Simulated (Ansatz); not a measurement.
# CoC (quartet): the correlation ladder, def2-QZVPP

An exercise on one series of results from a longer session: the logs are not shown, and one member is left open.

Computed with Ansatz 0.2.0, Gaussian basis. Level: def2-QZVPP, core rule «outside noble gas», up to 10 orbitals frozen.

Plan: UHF; ROHF; CCSD(T) on UHF.

2 further runs of the same task are left out: 2 set aside as unsound or not needed. Runs told in other sessions of the task aren't counted.

### The geometry

The geometry is a PBE0/def2-TZVP stationary point (not a proven minimum) of the parent state, kept for this charge and spin.

2 atoms, charge 0, spin multiplicity 4.

Atoms are counted from 1 here; the program's logs count them from 0.

Bond lengths: Co1–C2 1.692 Å.

Set-up of the first run:

in.yaml

```yaml
crystal:
  periodic: [false, false, false]
  atoms:
    - {symbol: Co, position_ang: [0.000000, 0.000000, 0.000000]}
    - {symbol: C, position_ang: [0.000000, 0.000000, 1.692200]}
basis:
  gaussian: {orbitals: "def2-QZVPP.json"}
magnetization: {spin_polarized: true, initial_magnetization: 3}
hamiltonian: {xc: hf}
output: {orbitals: {seedname: orbitals}}
```

The run is started by

```sh
ansatz run in.yaml --threads 1 --pin off --events-out ev --progress --plain --max-ram 4096MiB --backend cpu
```

Steps of the session up to this table: UHF; ROHF; CCSD(T) on UHF.

One table of the session follows, with a row left open; its other results are not shown here.

```
  method  from UCCSD(T) (kJ/mol)
    ROHF                 +1497.0
     UHF                 +1223.1
    UMP2                       ?
   UCCSD                  +101.9
UCCSD(T)                       0
```

**Question.** Estimate the row for UMP2.

As computed: from UCCSD(T) (kJ/mol): +260.6. In the column «from UCCSD(T) (kJ/mol)» it lies between UCCSD (+101.9) and UHF (+1223.1).

Caveats from the session: The determinant of HF (⟨S²⟩ 5.45) is far from a pure spin state, so its energy mixes those of several spin states; that is harmless only where they are near-degenerate. The determinant of CCSD(T) (⟨S²⟩ 5.45) is far from a pure spin state, so its energy mixes those of several spin states; high orders of coupled cluster remove much of that, low ones don't.
